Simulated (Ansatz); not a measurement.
# BH5SeSi: geometry optimisation

Aim: relax BH5SeSi at this level.

The runs use Ansatz 0.2.0; RKS BHLYP-D4/def2-SVP.

1 further run of the same task is left out (set aside as unsound or not needed).

## 1. The system as given

SMILES `[SiH3]B[SeH]`, 8 atoms, charge 0, spin multiplicity 1.

Atoms are counted from 1 here; the program's logs count them from 0.

Bond lengths: Si1–B2 2.010 Å, Si1–H4 1.509 Å, Si1–H5 1.510 Å, Si1–H6 1.510 Å, B2–Se3 1.907 Å, B2–H7 1.216 Å, Se3–H8 1.491 Å. Angles: B2–Si1–H4 112.1°, B2–Si1–H5 110.4°, B2–Si1–H6 110.9°, H4–Si1–H5 108.0°, H4–Si1–H6 108.1°, H5–Si1–H6 107.0°, Si1–B2–Se3 124.6°, Si1–B2–H7 122.9°, Se3–B2–H7 112.6°, B2–Se3–H8 98.5°.

As a file:

```xyz
8

Si   -0.3923    0.8124   -0.6087
B     0.5368   -0.1163    0.9126
Se    0.7156   -2.0080    1.0779
H    -0.9743   -0.1641   -1.6012
H     0.5720    1.7096   -1.3468
H    -1.5119    1.6890   -0.1011
H     1.0542    0.4840    1.8352
H    -0.0001   -2.4066   -0.1678
```

## 2. Relaxation

Contents of input.yaml:

```yaml
crystal:
  periodic: [false, false, false]
  atoms:
    - { symbol: Si, position_ang: [-0.39232, 0.81244, -0.608723] }
    - { symbol: B, position_ang: [0.536835, -0.116321, 0.912571] }
    - { symbol: Se, position_ang: [0.715598, -2.007953, 1.077919] }
    - { symbol: H, position_ang: [-0.974307, -0.164133, -1.601221] }
    - { symbol: H, position_ang: [0.572, 1.709639, -1.34681] }
    - { symbol: H, position_ang: [-1.511885, 1.688968, -0.101101] }
    - { symbol: H, position_ang: [1.054197, 0.483953, 1.835153] }
    - { symbol: H, position_ang: [-0.000108, -2.406603, -0.167788] }
basis:
  gaussian: { orbitals: def2-SVP }
hamiltonian:
  xc: { name: BHLYP }
  dispersion: d4
output:
  forces: true
relax:
  f_tol: 0.003
  max_steps: 120
```

Launch:

```console
$ ansatz run input.yaml --threads 1 --pin off --max-ram 2560MiB --backend cpu --events-out ev --progress --plain --runs-dir out
```

Q: Predict the outcome of this session. Wanted: energy gained; root mean square move; dipole moment.

**Answer**, as computed:

| quantity | value |
| --- | --- |
| energy gained | 0.0294 eV |
| root mean square move | 0.027 Å |
| dipole moment | 0.53 D |

What this shows: Bond lengths: Si1–B2 2.010 Å, Si1–H4 1.485 Å, Si1–H5 1.486 Å, Si1–H6 1.486 Å, B2–Se3 1.900 Å, B2–H7 1.197 Å, Se3–H8 1.464 Å. Angles: B2–Si1–H4 111.8°, B2–Si1–H5 110.3°, B2–Si1–H6 110.3°, H4–Si1–H5 108.3°, H4–Si1–H6 108.3°, H5–Si1–H6 107.8°, Si1–B2–Se3 124.6°, Si1–B2–H7 122.3°, Se3–B2–H7 113.1°, B2–Se3–H8 98.9°. No frequencies were computed here.
